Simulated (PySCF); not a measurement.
# KLi (Lithium Potassium): the cost of one run

Programs: PySCF 2.14.0, with density-fitted response routines of our own. Each step states its level of theory. These are calculated values for one molecule in the gas phase, unless marked as measured. Atoms are numbered from 0 throughout.

## (1) The molecule as given

2 atoms, charge 0, multiplicity 1; geometry from: GFN2-xTB. The atoms were then displaced at random by about 0.03 Å, so the start is not that level's minimum.

Bonds of the start (Å): Li0–K1 2.93.

## (2) Optimising the geometry at PBE0-D3(BJ)/def2-SVP

What the job is given:

```
{"job": {"xc": "PBE0", "basis": "def2-SVP", "d3": "d3bj", "grid": 1, "shake": 0.03, "kind": "geom"}, "charge": 0, "multiplicity": 1}
Li     1.491720    -0.081800     0.006070
K     -1.442000    -0.005910    -0.028300
```

On the command line:

```
$ OMP_NUM_THREADS=1 python probes_run.py task.json out
```

The driver reads the jobs from task.json and runs them one after another.

Q: Estimate the wall time of this first job on 1 thread of Arm Neoverse V1, shared host.

About 1.5 s.
